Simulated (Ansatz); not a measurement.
# CH4Cl2Ge, SMILES Cl[CH](Cl)[GeH3]: an atomisation energy

Computed with the Ansatz DFT code, driven from Python.

Typed at the interpreter:
```pycon
>>> from collections import Counter
>>> import ansatz as az
>>> BASIS_SET = "def2-TZVP"
>>> FUNCTIONAL = "cam_b3lyp"
>>> def energy(molecule, charge=0, unpaired=0):
...     calc = (
...         molecule.calculation()
...         .basis(gaussian=BASIS_SET)
...         .functional(FUNCTIONAL)
...     )
...     if charge:
...         calc = calc.charge(charge)
...     if unpaired:
...         calc = calc.spin("collinear", total=unpaired)
...     return calc.run().report["free_energy_ev"]
...
>>> GEOMETRY = """
... Cl    1.00570   -0.72260    1.94360
... C     0.90890   -0.24910    0.20680
... Cl    1.87350    1.20370   -0.08090
... Ge   -0.84860    0.12860   -0.32480
... H     1.31260   -1.09530   -0.41270
... H    -1.47800    1.31010    0.52030
... H    -0.93310    0.49610   -1.82040
... H    -1.74900   -1.12850   -0.08770
... """
>>> system = az.Crystal.molecule()
>>> for line in GEOMETRY.strip().splitlines():
...     symbol, *xyz = line.split()
...     system = system.atom(symbol, [float(v) for v in xyz])
...
>>> unpaired = {"Cl": 1, "C": 2, "Ge": 2, "H": 1}
>>> counts = Counter(site.symbol for site in system.cartesian_sites)
>>> atom_energy = {s: energy(az.Crystal.molecule().atom(s, (0, 0, 0)), 0, unpaired[s]) for s in counts}
>>> whole = energy(system, 0, 0)
>>> for s, e in atom_energy.items():
...     print(f"{s:2s} x{counts[s]}  {e:14.5f} eV")
...
Cl x2    -12521.75822 eV
C  x1     -1029.59771 eV
Ge x1    -56519.08593 eV
H  x4       -13.57334 eV
>>> print(f"CH4Cl2Ge: {whole:.5f} eV")
CH4Cl2Ge: -82669.67705 eV
>>> split = sum(counts[s] * e for s, e in atom_energy.items()) - whole
>>> print(f"atomisation energy (no zero-point term): {split:.3f} eV, {split / sum(counts.values()):.3f} eV an atom")
atomisation energy (no zero-point term): 23.184 eV, 2.898 eV an atom
```

23.184 eV from the electronic energies, without the zero-point term.

These settings explore the input space; basis and method may be short of convergence. The geometry is a force-field or estimated start, not a minimum of this method, and the basis set is short of its limit. All parts are taken at fixed geometry, without zero-point energy. It ran for 9.4 s on 1 thread of Arm Neoverse V2, with other jobs on the host, peak memory 0.52 GiB.
